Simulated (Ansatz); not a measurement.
# NaCl: a single-point run

The task is a single-point run on NaCl. The structure is shown as the input types it.

The COD entry's cell or inner coordinates are ideal or old and differ from later refinements, so a difference from it is no clean test against experiment.

Computed with Ansatz 0.2.0 (density functional or hybrid calculation with the settings of its input, plane waves, unless a step's input says otherwise).

2 further runs of the same task are left out: 2 that didn't finish.

## 1. The structure to begin with

The structure is cubic, space group Fm-3m (No. 225). The conventional cell has a = 5.605 Å, b = 5.605 Å, c = 5.605 Å, α = 90.00°, β = 90.00°, γ = 90.00°. Around Na (site symmetry m-3m) lie 6 Cl at 2.80 Å. Cl (site symmetry m-3m) is surrounded by 6 Na at 2.80 Å.

Structure file:

```xyz
2
Lattice="0.0000 2.8027 2.8027 2.8027 0.0000 2.8027 2.8027 2.8027 0.0000" Properties=species:S:1:pos:R:3 pbc="T T T"
Na    0.0000    0.0000    0.0000
Cl    2.8027    2.8027    2.8027
```

## 2. The calculation

Input file input.yaml:

```yaml
crystal:
  lattice:
    - [0.0, 2.8027319616, 2.8027319616]
    - [2.8027319616, 0.0, 2.8027319616]
    - [2.8027319616, 2.8027319616, 0.0]
  atoms:
    - { symbol: Na, position: [0.0, 0.0, 0.0] }
    - { symbol: Cl, position: [0.5, 0.5, 0.5] }
kpoints:
  mp_grid: { grid: [4, 4, 4] }
hamiltonian:
  xc:
    exchange: pbe
    correlation: pbe
    exx: { coeff: 1.5, omega: 0.2078 }
scf:
  occupations: { method: fixed }
  n_extra_bands: 4
output:
  forces: true
  stress: true
  eigenvalues: true
```

The run is started by

```sh
ansatz run input.yaml --threads 4 --pin off --max-ram 3686MiB --backend cpu --events-out ev --progress --plain --runs-dir out
```

Q: Will this input give a usable result? If not, why, and what should change?

The program refused the input before any cycle. The line that matters: «invalid value for `hamiltonian.xc.exx.coeff`: must be finite and in (0, 1]; got 1.5»

The suspect setting: hamiltonian.xc.exx.coeff is 1.5. A value lies outside the range that the key allows.

Remedy: set hamiltonian.xc.exx.coeff to 0.15.
